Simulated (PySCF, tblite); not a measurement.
# C₆H₁₀F₂SSi: geometry, infrared bands and NMR shifts

Wanted: the infrared bands and NMR shifts of C₆H₁₀F₂SSi (`CS[Si@@H]1CCC=C(F)[C@H]1F`), by calculation.

Programs: tblite 0.8.0 and PySCF 2.14.0, with density-fitted response routines of our own. Each step states its level of theory. These are calculated values for one molecule in the gas phase, unless marked as measured. Atoms are numbered from 0 throughout.

**1. Starting geometry**

20 atoms, charge 0, multiplicity 1; geometry from: force field or distance geometry start.

Bonds of the start (Å): C0–S1 1.81, S1–Si2 2.14, Si2–C3 1.88, C3–C4 1.53, C4–C5 1.52, C5–C6 1.35, C6–F7 1.35, C6–C8 1.52, C8–F9 1.36, C8–Si2 1.87, C0–H10 1.10, C0–H11 1.08, C0–H12 1.10, Si2–H13 1.48, C3–H14 1.10, C3–H15 1.08, C4–H16 1.10, C4–H17 1.10, C5–H18 1.09, C8–H19 1.09.

**2. Optimising the geometry with GFN2-xTB**

The job: settings as JSON, then the geometry in Å.

```
{"job": {"kind": "relax", "xc": "GFN2-xTB", "basis": "xTB"}, "charge": 0, "multiplicity": 1}
C      3.505800    -0.540500    -0.669000
S      2.057200    -1.623400    -0.538500
Si     0.559500    -0.341500     0.301600
C     -1.048800    -1.285500     0.517300
C     -2.249100    -0.374500     0.795100
C     -2.375700     0.821800    -0.126400
C     -1.392800     1.412500    -0.843400
F     -1.757900     2.479400    -1.587300
C      0.070700     1.017500    -0.892300
F      0.846800     2.106500    -0.623300
H      3.281100     0.297600    -1.340600
H      4.334600    -1.106000    -1.077100
H      3.782100    -0.150400     0.323300
H      1.028100     0.176800     1.608500
H     -0.951700    -2.003300     1.348500
H     -1.243100    -1.872200    -0.372700
H     -2.219700    -0.003300     1.825500
H     -3.163100    -0.978700     0.697100
H     -3.366200     1.264800    -0.182700
H      0.297100     0.713000    -1.913000
```

Run with:

```console
$ OMP_NUM_THREADS=1 python probes_run.py task.json out
```

The driver reads the jobs from task.json and runs them one after another.

**Question.** This job is followed by: GFN2-xTB harmonic vibrations, gas phase; GIAO PBE0/pcSseg-1 NMR shielding, non-relativistic, gas phase. Predict these results of the whole session: strongest single infrared mode (GFN2-xTB); zero-point energy (GFN2-xTB); ¹³C shifts against TMS (PBE0/pcSseg-1); ¹H shifts against TMS (PBE0/pcSseg-1, means over atoms taken as alike); ³³S shifts against CS2 (PBE0/pcSseg-1); ²⁹Si shifts against TMS (PBE0/pcSseg-1); ¹⁹F shifts against CFCl3 (PBE0/pcSseg-1); surface potential, 1st and 99th percentile.

As calculated:

| quantity | value |
| --- | --- |
| strongest single infrared mode (GFN2-xTB) | 664 cm⁻¹, 265 km/mol |
| zero-point energy (GFN2-xTB) | 91.7 kcal/mol |
| ¹³C shifts against TMS (PBE0/pcSseg-1) | 171.8, 122.8, 83.0, 21.4, 13.9, 12.2 ppm |
| ¹H shifts against TMS (PBE0/pcSseg-1, means over atoms taken as alike) | 6.20, 5.25, 5.04, 2.37, 2.36, 2.16, 1.30, 0.74 ppm |
| ³³S shifts against CS2 (PBE0/pcSseg-1) | -190 ppm |
| ²⁹Si shifts against TMS (PBE0/pcSseg-1) | 5.2 ppm |
| ¹⁹F shifts against CFCl3 (PBE0/pcSseg-1) | -93.1, -237.4 ppm |
| surface potential, 1st and 99th percentile | -0.97 V and 1.17 V |

What this shows: The optimisation took 137 steps and gained 0.226 eV; among the close pairs (by a distance rule), Si2–C8 changed most, from 1.874 to 1.932 Å. No mode is imaginary among the 54: a minimum at this level. The strongest single mode, at 664 cm⁻¹, moves mainly H13. GFN2-xTB is a fitted tight-binding method: band positions and strengths are rough. Its intensities can rank the bands wrongly. H18 (hydrogen on an alkene CH) lies farthest downfield among hydrogen, at 6.20 ppm; a vinylic proton, deshielded by the sp2 carbon and the C=C anisotropy. At PBE0/pcSseg-1: Shielding is most anisotropic at S1 (span 240 ppm, paramagnetic term -366 ppm). At PBE0/pcSseg-1, counted by nearest atom on the grid, the HOMO lies on S1 70 %, the LUMO on C5, C6 about 22 % each; F9 10 %.
